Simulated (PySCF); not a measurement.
# [Hg(NH3)3]2+: other spin states, a change of charge and excitations

Aim: at the relaxed geometry of [Hg(NH3)3]2+, try other spin states, a change of charge and excitations. The structure is generated, not taken from experiment.

Program: PySCF 2.14.0. Level of theory: TPSS, Hg def2-SVP with ECP60, N def2-SVP, H def2-SVP; scalar-relativistic core potentials, no spin–orbit coupling. These are calculated values, not measurements.

3 further runs of the same task are left out: 2 for a known fault of the program, 1 that didn't finish.

### 1 Starting geometry

13 atoms, charge 2, spin multiplicity 1.

Bond lengths: Hg1–N2 2.283 Å, Hg1–N6 2.283 Å, Hg1–N10 2.283 Å, N2–H3 1.033 Å, N2–H4 1.033 Å, N2–H5 1.033 Å, N6–H7 1.033 Å, N6–H8 1.033 Å, N6–H9 1.033 Å, N10–H11 1.033 Å, N10–H12 1.033 Å, N10–H13 1.033 Å. Angles: N2–Hg1–N6 120.0°, N2–Hg1–N10 120.0°, N6–Hg1–N10 120.0°, Hg1–N2–H3 111.9°, Hg1–N2–H4 111.9°, Hg1–N2–H5 112.5°, H3–N2–H4 106.8°, H3–N2–H5 106.7°, H4–N2–H5 106.7°, Hg1–N6–H7 111.9°, Hg1–N6–H8 111.9°, Hg1–N6–H9 112.5°, H7–N6–H8 106.8°, H7–N6–H9 106.7°, H8–N6–H9 106.7°, Hg1–N10–H11 111.9°, Hg1–N10–H12 111.9°, Hg1–N10–H13 112.5° and more.

Coordinates:

```xyz
13
charge 2, multiplicity 1
Hg    0.00000    0.00000    0.00000
N     2.28344    0.00230    0.00000
H     2.66995   -0.47783    0.82927
H     2.66995   -0.47783   -0.82927
H     2.67764    0.95670    0.00000
N    -1.14371    1.97637    0.00000
H    -0.92117    2.55116    0.82927
H    -0.92117    2.55116   -0.82927
H    -2.16735    1.84055    0.00000
N    -1.13973   -1.97867    0.00000
H    -1.74879   -2.07333    0.82927
H    -1.74879   -2.07333   -0.82927
H    -0.51029   -2.79725    0.00000
```

Formal oxidation states: Hg +2. An earlier session relaxed this geometry at TPSS, Hg def2-SVP with ECP60, N def2-SVP, H def2-SVP (singlet, point group C3h).

Its energy there is -322.426263 Eh.

### 2 Multiplicity 3 at the relaxed geometry

Contents of run.py (the lines that set the calculation):

```python
mol = gto.M(atom='''
Hg     0.00000     0.00000     0.00000
N      2.28344     0.00230     0.00000
H      2.66995    -0.47783     0.82927
H      2.66995    -0.47783    -0.82927
H      2.67764     0.95670     0.00000
N     -1.14371     1.97637     0.00000
H     -0.92117     2.55116     0.82927
H     -0.92117     2.55116    -0.82927
H     -2.16735     1.84055     0.00000
N     -1.13973    -1.97867     0.00000
H     -1.74879    -2.07333     0.82927
H     -1.74879    -2.07333    -0.82927
H     -0.51029    -2.79725     0.00000''',
    basis={'Hg': 'def2-SVP', 'N': 'def2-SVP', 'H': 'def2-SVP'},
    ecp={'Hg': 'def2-SVP'},
    charge=2, spin=2)
mf = dft.UKS(mol, xc='TPSS')
mf.grids.atom_grid = (50, 194)
mf = mf.density_fit()  # fitting sets: Hg def2-universal-JKFIT, N def2-universal-JKFIT, H def2-universal-JKFIT
mf.conv_tol = 1e-08; mf.max_cycle = 55
mf.kernel(dm0)  # dm0: free metal ions and neutral atoms
```

Command:

```console
> OMP_NUM_THREADS=2 python run.py
```

What it wrote:

```text
init E= -321.596270001097
cycle= 1 E= -321.862877358033  delta_E= -0.267  |g|= 0.833  |ddm|= 2.78
cycle= 2 E= -320.470408133494  delta_E= 1.39  |g|= 1.89  |ddm|= 4.38
cycle= 3 E= -322.212356570902  delta_E= -1.74  |g|= 0.302  |ddm|= 3.36
cycle= 4 E= -322.136743271403  delta_E= 0.0756  |g|= 0.485  |ddm|= 1.18
cycle= 5 E= -322.233392514469  delta_E= -0.0966  |g|= 0.226  |ddm|= 1.08
cycle= 6 E= -322.226719810967  delta_E= 0.00667  |g|= 0.247  |ddm|= 1.12
cycle= 7 E= -322.238977711238  delta_E= -0.0123  |g|= 0.189  |ddm|= 0.704
cycle= 8 E= -322.24117295  delta_E= -0.0022  |g|= 0.178  |ddm|=  1.1
cycle= 9 E= -322.244181050879  delta_E= -0.00301  |g|= 0.162  |ddm|= 0.125
cycle= 10 E= -322.244493811818  delta_E= -0.000313  |g|= 0.161  |ddm|= 0.0431
cycle= 11 E= -322.244315114018  delta_E= 0.000179  |g|= 0.163  |ddm|=  1.1
cycle= 12 E= -322.242382037248  delta_E= 0.00193  |g|= 0.173  |ddm|= 0.594
cycle= 13 E= -322.245256228593  delta_E= -0.00287  |g|= 0.159  |ddm|= 0.117
cycle= 14 E= -322.246875431964  delta_E= -0.00162  |g|= 0.15  |ddm|= 1.03
cycle= 15 E= -322.247538719662  delta_E= -0.000663  |g|= 0.145  |ddm|=  1.1
cycle= 16 E= -322.239418437566  delta_E= 0.00812  |g|= 0.186  |ddm|= 1.05
cycle= 17 E= -322.239022529681  delta_E= 0.000396  |g|= 0.189  |ddm|= 0.198
cycle= 18 E= -322.245062650193  delta_E= -0.00604  |g|= 0.159  |ddm|= 1.11
cycle= 19 E= -322.242378910209  delta_E= 0.00268  |g|= 0.172  |ddm|= 0.0873
cycle= 20 E= -322.245670989738  delta_E= -0.00329  |g|= 0.155  |ddm|= 0.127
cycle= 21 E= -322.244376361803  delta_E= 0.00129  |g|= 0.162  |ddm|= 0.0836
...
cycle= 40 E= -322.260665356305  delta_E= -2.86e-07  |g|= 0.00221  |ddm|= 0.000321
cycle= 41 E= -322.26066157561  delta_E= 3.78e-06  |g|= 0.00338  |ddm|= 0.0016
cycle= 42 E= -322.260658556628  delta_E= 3.02e-06  |g|= 0.00401  |ddm|= 0.00141
cycle= 43 E= -322.260654780419  delta_E= 3.78e-06  |g|= 0.00468  |ddm|= 0.0017
cycle= 44 E= -322.260654013558  delta_E= 7.67e-07  |g|= 0.00471  |ddm|= 0.00158
cycle= 45 E= -322.260649741333  delta_E= 4.27e-06  |g|= 0.00537  |ddm|= 0.00185
cycle= 46 E= -322.260645141244  delta_E= 4.6e-06  |g|= 0.00597  |ddm|= 0.00208
cycle= 47 E= -322.260643608766  delta_E= 1.53e-06  |g|= 0.00607  |ddm|= 0.00202
cycle= 48 E= -322.260638308563  delta_E= 5.3e-06  |g|= 0.00669  |ddm|= 0.00221
cycle= 49 E= -322.260629044174  delta_E= 9.26e-06  |g|= 0.00769  |ddm|= 0.00274
cycle= 50 E= -322.260614910109  delta_E= 1.41e-05  |g|= 0.00902  |ddm|= 0.00344
cycle= 51 E= -322.260596689158  delta_E= 1.82e-05  |g|= 0.0105  |ddm|= 0.00412
cycle= 52 E= -322.260579816299  delta_E= 1.69e-05  |g|= 0.0116  |ddm|= 0.00446
cycle= 53 E= -322.260558948394  delta_E= 2.09e-05  |g|= 0.0129  |ddm|= 0.00494
cycle= 54 E= -322.260548519859  delta_E= 1.04e-05  |g|= 0.0133  |ddm|= 0.00491
cycle= 55 E= -322.260521869322  delta_E= 2.67e-05  |g|= 0.0147  |ddm|= 0.00537
SCF not converged.
macro= 0  E= -322.26066971079  delta_E= -0.000147841  |g|= 0.000646625  3 KF 12 JK
macro= 1  E= -322.260669934466  delta_E= -2.23676e-07  |g|= 0.00033615  1 KF 7 JK
macro= 2  E= -322.260669934468  delta_E= -1.47793e-12  |g|= 2.28871e-05  1 KF 2 JK
macro X = 3  E=-322.260669934468  |g|= 2.28871e-05  total 6 KF 25 JK
converged SCF energy = -322.260669934468  <S^2> = 2.0041339  2S+1 = 3.0027547
```

Run time: 2.7 min. Hardware: 2 threads of Arm Neoverse V1, shared host.

Result: E = -322.260670 Eh (+4.506 eV from the relaxed state), HOMO -12.88 eV, LUMO -16.97 eV (over both spins), ⟨S²⟩ = 2.004, Mulliken charge on Hg1 +0.43 e. An empty level of one spin lies below a filled level of the other.

### 3 One electron removed, multiplicity 2

run.py (the lines that set the calculation), as its differences from that of step 2:

```diff
@@ -16,3 +16,3 @@
     ecp={'Hg': 'def2-SVP'},
-    charge=2, spin=2)
+    charge=3, spin=1)
 mf = dft.UKS(mol, xc='TPSS')
@@ -21,2 +21,2 @@
 mf.conv_tol = 1e-08; mf.max_cycle = 55
-mf.kernel(dm0)  # dm0: free metal ions and neutral atoms
+mf.kernel(dm0)  # dm0: the density of the relaxed state
```

Command:

```console
> OMP_NUM_THREADS=2 python run.py
```

What it wrote:

```text
init E= -322.42947208792
cycle= 1 E= -321.635452742399  delta_E= 0.794  |g|= 0.273  |ddm|= 0.781
  HOMO = -0.881429885206  LUMO = -0.870627532844  gap/eV = 0.29395
cycle= 2 E= -321.342180621747  delta_E= 0.293  |g|= 0.772  |ddm|= 1.34
  HOMO = -0.889858378517  LUMO = -0.873778029235  gap/eV = 0.43757
cycle= 3 E= -321.631873924939  delta_E= -0.29  |g|= 0.298  |ddm|= 1.21
  HOMO = -0.86801551062  LUMO = -0.852380305393  gap/eV = 0.42546
cycle= 4 E= -321.625971972427  delta_E= 0.0059  |g|= 0.294  |ddm|= 1.06
  HOMO = -0.859709600405  LUMO = -0.851563135196  gap/eV = 0.22168
cycle= 5 E= -321.644888741968  delta_E= -0.0189  |g|= 0.232  |ddm|= 0.821
  HOMO = -0.857994599913  LUMO = -0.851654109731  gap/eV = 0.17253
cycle= 6 E= -321.654764784072  delta_E= -0.00988  |g|= 0.195  |ddm|= 1.08
  HOMO = -0.853964662282  LUMO = -0.851801299037  gap/eV = 0.05887
cycle= 7 E= -321.662689737871  delta_E= -0.00792  |g|= 0.157  |ddm|= 0.147
  HOMO = -0.852354231292  LUMO = -0.851245314239  gap/eV = 0.03018
cycle= 8 E= -321.659088399734  delta_E= 0.0036  |g|= 0.176  |ddm|= 0.941
cycle= 9 E= -321.662299532852  delta_E= -0.00321  |g|= 0.158  |ddm|= 1.07
  HOMO = -0.852452892687  LUMO = -0.84994089099  gap/eV = 0.06836
cycle= 10 E= -321.658387819365  delta_E= 0.00391  |g|= 0.178  |ddm|= 1.06
  HOMO = -0.852583577747  LUMO = -0.849865621877  gap/eV = 0.07396
cycle= 11 E= -321.657559508885  delta_E= 0.000828  |g|= 0.182  |ddm|= 0.0377
  HOMO = -0.854223544229  LUMO = -0.850363363047  gap/eV = 0.10504
...
cycle= 48 E= -321.679197538972  delta_E= 5.55e-05  |g|= 0.0134  |ddm|= 0.00622
  HOMO = -0.847857135857  LUMO = -0.756963224891  gap/eV = 2.47335
cycle= 49 E= -321.679162954166  delta_E= 3.46e-05  |g|= 0.0151  |ddm|= 0.00335
  HOMO = -0.847846319487  LUMO = -0.756952375229  gap/eV = 2.47335
cycle= 50 E= -321.67909692801  delta_E= 6.6e-05  |g|= 0.0182  |ddm|= 0.00481
  HOMO = -0.847844546073  LUMO = -0.756956721334  gap/eV = 2.47318
cycle= 51 E= -321.679127238992  delta_E= -3.03e-05  |g|= 0.0165  |ddm|= 0.00418
  HOMO = -0.847846906026  LUMO = -0.756967041032  gap/eV = 2.47297
cycle= 52 E= -321.67915542682  delta_E= -2.82e-05  |g|= 0.015  |ddm|= 0.00401
  HOMO = -0.847819066885  LUMO = -0.756962915164  gap/eV = 2.47232
cycle= 53 E= -321.67922241306  delta_E= -6.7e-05  |g|= 0.0109  |ddm|= 0.00693
  HOMO = -0.847816139474  LUMO = -0.756978290281  gap/eV = 2.47182
cycle= 54 E= -321.679261365479  delta_E= -3.9e-05  |g|= 0.00773  |ddm|= 0.00537
  HOMO = -0.847823666614  LUMO = -0.756969741241  gap/eV = 2.47226
cycle= 55 E= -321.679248207261  delta_E= 1.32e-05  |g|= 0.0092  |ddm|= 0.00172
SCF not converged.
  HOMO = -0.857773426851  LUMO = -0.846958735684  gap/eV = 0.29428
macro= 0  E= -321.679309929524  delta_E= -6.17223e-05  |g|= 0.00920315  2 KF 7 JK
macro= 1  E= -321.679338507334  delta_E= -2.85778e-05  |g|= 5.3938e-05  3 KF 12 JK
macro= 2  E= -321.679338507522  delta_E= -1.88038e-10  |g|= 2.6223e-05  1 KF 2 JK
macro X = 3  E=-321.679338507522  |g|= 2.6223e-05  total 7 KF 25 JK
converged SCF energy = -321.679338507522  <S^2> = 0.75657494  2S+1 = 2.0065642
```

Wall time 2.6 min (2 threads of Arm Neoverse V1, shared host).

Read off: E = -321.679339 Eh (+20.325 eV from the relaxed state), HOMO -23.07 eV, LUMO -23.32 eV (over both spins), ⟨S²⟩ = 0.757, Mulliken charge on Hg1 +0.97 e. An empty level of one spin lies below a filled level of the other.

### 4 One electron added, multiplicity 2

run.py (the lines that set the calculation), as its differences from that of step 3:

```diff
@@ -16,3 +16,3 @@
     ecp={'Hg': 'def2-SVP'},
-    charge=3, spin=1)
+    charge=1, spin=1)
 mf = dft.UKS(mol, xc='TPSS')
```

Command:

```console
> OMP_NUM_THREADS=2 python run.py
```

What it wrote:

```text
init E= -322.429215426156
  HOMO = -0.457085196625  LUMO = -0.451057884471  gap/eV = 0.16401
cycle= 1 E= -322.747722633344  delta_E= -0.319  |g|= 0.216  |ddm|= 1.97
  HOMO = -0.196902894605  LUMO = -0.181059239485  gap/eV = 0.43113
cycle= 2 E= -322.716524209744  delta_E= 0.0312  |g|= 0.354  |ddm|= 1.35
  HOMO = -0.242385450307  LUMO = -0.224523245563  gap/eV = 0.48606
cycle= 3 E= -322.77597259276  delta_E= -0.0594  |g|= 0.0191  |ddm|= 0.676
  HOMO = -0.247755591098  LUMO = -0.229112390691  gap/eV = 0.50731
cycle= 4 E= -322.776112299335  delta_E= -0.00014  |g|= 0.0145  |ddm|= 0.0656
  HOMO = -0.248101140247  LUMO = -0.229234064834  gap/eV = 0.51340
cycle= 5 E= -322.77620613713  delta_E= -9.38e-05  |g|= 0.00226  |ddm|= 0.0177
  HOMO = -0.248190035276  LUMO = -0.229144889741  gap/eV = 0.51824
cycle= 6 E= -322.77620826023  delta_E= -2.12e-06  |g|= 0.000384  |ddm|= 0.00306
  HOMO = -0.248114089228  LUMO = -0.229036935118  gap/eV = 0.51912
cycle= 7 E= -322.776208341388  delta_E= -8.12e-08  |g|= 5.73e-05  |ddm|= 0.00104
  HOMO = -0.248117664723  LUMO = -0.229036182497  gap/eV = 0.51923
cycle= 8 E= -322.776208343289  delta_E= -1.9e-09  |g|= 2.85e-05  |ddm|= 0.000129
  HOMO = -0.248118485533  LUMO = -0.229036848178  gap/eV = 0.51924
Extra cycle  E= -322.776208342142  delta_E= 1.15e-09  |g|= 5.85e-05  |ddm|= 9.63e-05
converged SCF energy = -322.776208342142  <S^2> = 0.75091449  2S+1 = 2.0009143
```

Run time: 10 s. Hardware: 2 threads of Arm Neoverse V1, shared host.

Result: E = -322.776208 Eh (-9.523 eV from the relaxed state), HOMO -6.75 eV, LUMO -6.23 eV (over both spins), ⟨S²⟩ = 0.751, Mulliken charge on Hg1 +0.19 e. 

### 5 Singlet excitations, Tamm-Dancoff B3LYP

run.py (the lines that set the calculation), as its differences from that of step 4:

```diff
@@ -16,4 +16,4 @@
     ecp={'Hg': 'def2-SVP'},
-    charge=1, spin=1)
-mf = dft.UKS(mol, xc='TPSS')
+    charge=2, spin=0)
+mf = dft.RKS(mol, xc='B3LYP')
 mf.grids.atom_grid = (50, 194)
```

Command:

```console
> OMP_NUM_THREADS=2 python run.py
```

What it wrote:

```text
init E= -322.499734702134
  HOMO = -0.676389519172418  LUMO = -0.435143087344441  gap/eV = 6.56465
cycle= 1 E= -322.501036431675  delta_E= -0.0013  |g|= 0.0307  |ddm|= 0.194
  HOMO = -0.671509842776494  LUMO = -0.431983736936052  gap/eV = 6.51784
cycle= 2 E= -322.500878552517  delta_E= 0.000158  |g|= 0.0405  |ddm|= 0.0544
  HOMO = -0.675383680567401  LUMO = -0.434688617343552  gap/eV = 6.54965
cycle= 3 E= -322.50122760213  delta_E= -0.000349  |g|= 0.00429  |ddm|= 0.0322
  HOMO = -0.675424153432094  LUMO = -0.434777651133077  gap/eV = 6.54832
cycle= 4 E= -322.501231260712  delta_E= -3.66e-06  |g|= 0.000858  |ddm|= 0.00521
  HOMO = -0.675335896425939  LUMO = -0.434659743259511  gap/eV = 6.54913
cycle= 5 E= -322.501231428945  delta_E= -1.68e-07  |g|= 0.000138  |ddm|= 0.00145
  HOMO = -0.675346200063414  LUMO = -0.434674418693419  gap/eV = 6.54901
cycle= 6 E= -322.501231433674  delta_E= -4.73e-09  |g|= 1.31e-05  |ddm|= 0.000131
  HOMO = -0.675347906185079  LUMO = -0.434676037760454  gap/eV = 6.54902
Extra cycle  E= -322.501231433627  delta_E= 4.71e-11  |g|= 2.07e-05  |ddm|= 3.48e-05
converged SCF energy = -322.501231433627
```

It took 73 s on 2 threads of Arm Neoverse V1, shared host.

It gives: E = -322.501231 Eh, HOMO -18.38 eV, LUMO -11.83 eV, Mulliken charge on Hg1 +0.78 e. 

Singlet excitations:

```
state  energy (eV)  oscillator strength
    1         6.57               0.3660
    2         6.57               0.3660
    3         8.00               0.0000
    4         8.00               0.0000
    5         8.09               0.0000
    6         8.81               0.0000
    7         8.81               0.0000
    8         9.46               0.0163
```

### 6 Results

| state | energy from the relaxed state (eV) | ⟨S²⟩ | time |
| --- | --- | --- | --- |
| charge +2, singlet, vacuum (relaxed) | 0 | 0.00 |  |
| charge +1, doublet, vacuum | -9.52 | 0.75 | 10 s |
| charge +2, triplet, vacuum | 4.51 | 2.00 | 2.7 min |
| charge +3, doublet, vacuum | 20.32 | 0.76 | 2.6 min |

An electron taken off or put on is at rest in vacuum. 

In the excitation run (B3LYP), the lowest singlet lies at 6.57 eV (gaps between orbitals at other levels can't be set against it), and the brightest of the eight at 6.57 eV (f = 0.366); spin–orbit coupling would mix in triplets. Removing an electron vertically costs 20.32 eV (doublet), against −HOMO = 17.29 eV. Adding an electron vertically releases 9.52 eV (doublet). The triplet lies 4.51 eV above at this geometry. The bases are small and lack diffuse functions. Spin–orbit coupling is left out.
